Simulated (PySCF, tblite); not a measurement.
**C4H10BF2N: geometry, infrared bands and NMR shifts**

What infrared bands and NMR shifts should C4H10BF2N (`C[NH2+][BH2-][C@@H](F)/C=C/F`) show?

Programs: tblite 0.8.0 and PySCF 2.14.0, with density-fitted response routines of our own. Each step states its level of theory. These are calculated values for one molecule in the gas phase, unless marked as measured. Atoms are numbered from 0 throughout.

### Step 1. The molecule as given

18 atoms, charge 0, multiplicity 1; geometry from: force field or distance geometry start.

Bonds of the start (Å): C0–N1 1.45, N1–B2 1.55, B2–C3 1.60, C3–F4 1.38, C3–C5 1.50, C5–C6 1.34, C6–F7 1.36, C0–H8 1.11, C0–H9 1.11, C0–H10 1.12, N1–H11 1.04, N1–H12 1.06, B2–H13 1.20, B2–H14 1.20, C3–H15 1.13, C5–H16 1.09, C6–H17 1.09.

### Step 2. Relaxing the molecule with GFN2-xTB

The job: settings as JSON, then the geometry in Å.

```
{"job": {"kind": "relax", "xc": "GFN2-xTB", "basis": "xTB"}, "charge": 0, "multiplicity": 1}
C     -2.848300     0.396400     0.028300
N     -1.660700    -0.431600    -0.049200
B     -0.370900     0.424400    -0.169400
C      0.932200    -0.499600    -0.238500
F      0.881900    -1.296600    -1.359500
C      2.188900     0.314600    -0.249200
C      3.395100    -0.267600    -0.230200
F      4.528200     0.491500    -0.233600
H     -2.817600     1.066700     0.917800
H     -2.972300     1.008300    -0.890500
H     -3.758600    -0.249700     0.121400
H     -1.739400    -1.075300    -0.864500
H     -1.602000    -1.011800     0.841400
H     -0.433000     1.082000    -1.172800
H     -0.297500     1.172800     0.766200
H      0.936400    -1.164700     0.677300
H      2.145700     1.404800    -0.265000
H      3.482900    -1.358200    -0.200300
```

The run is started by

```
$ OMP_NUM_THREADS=1 python probes_run.py task.json out
```

The driver reads the jobs from task.json and runs them one after another.

**Question.** This job is followed by: GFN2-xTB harmonic vibrations, gas phase; GIAO PBE0/pcSseg-1 NMR shielding, non-relativistic, gas phase. Predict these results of the whole session: strongest single infrared mode (GFN2-xTB); zero-point energy (GFN2-xTB); ¹³C shifts against TMS (PBE0/pcSseg-1); ¹H shifts against TMS (PBE0/pcSseg-1, means over atoms taken as alike); ¹⁵N shifts against NH3 (PBE0/pcSseg-1); ¹¹B shifts against BF3·OEt2 (PBE0/pcSseg-1); ¹⁹F shifts against CFCl3 (PBE0/pcSseg-1).

The runs gave:

| quantity | value |
| --- | --- |
| strongest single infrared mode (GFN2-xTB) | 1110 cm⁻¹, 287 km/mol |
| zero-point energy (GFN2-xTB) | 89.1 kcal/mol |
| ¹³C shifts against TMS (PBE0/pcSseg-1) | 154.0, 121.2, 97.3, 33.4 ppm |
| ¹H shifts against TMS (PBE0/pcSseg-1, means over atoms taken as alike) | 6.85, 5.73, 5.21, 3.78, 2.76, 2.65, 1.98, 1.89 ppm |
| ¹⁵N shifts against NH3 (PBE0/pcSseg-1) | 48.4 ppm |
| ¹¹B shifts against BF3·OEt2 (PBE0/pcSseg-1) | -16.5 ppm |
| ¹⁹F shifts against CFCl3 (PBE0/pcSseg-1) | -141.1, -253.3 ppm |

**Reading.** Over 148 steps the energy fell by 0.541 eV; of the close pairs, N1–B2 changed most, 1.553 to 1.626 Å. All 48 modes are real, so the xTB geometry is a minimum. The strongest single mode, at 1110 cm⁻¹, has its largest shares on C6, C3 and F7 (the list is cut at 3 atoms). Unscaled tight-binding wavenumbers are off by several per cent, some by more. Its intensities can rank the bands wrongly. At PBE0/pcSseg-1: The widest tensor belongs to F7: span 195 ppm, with a paramagnetic part of -156 ppm.
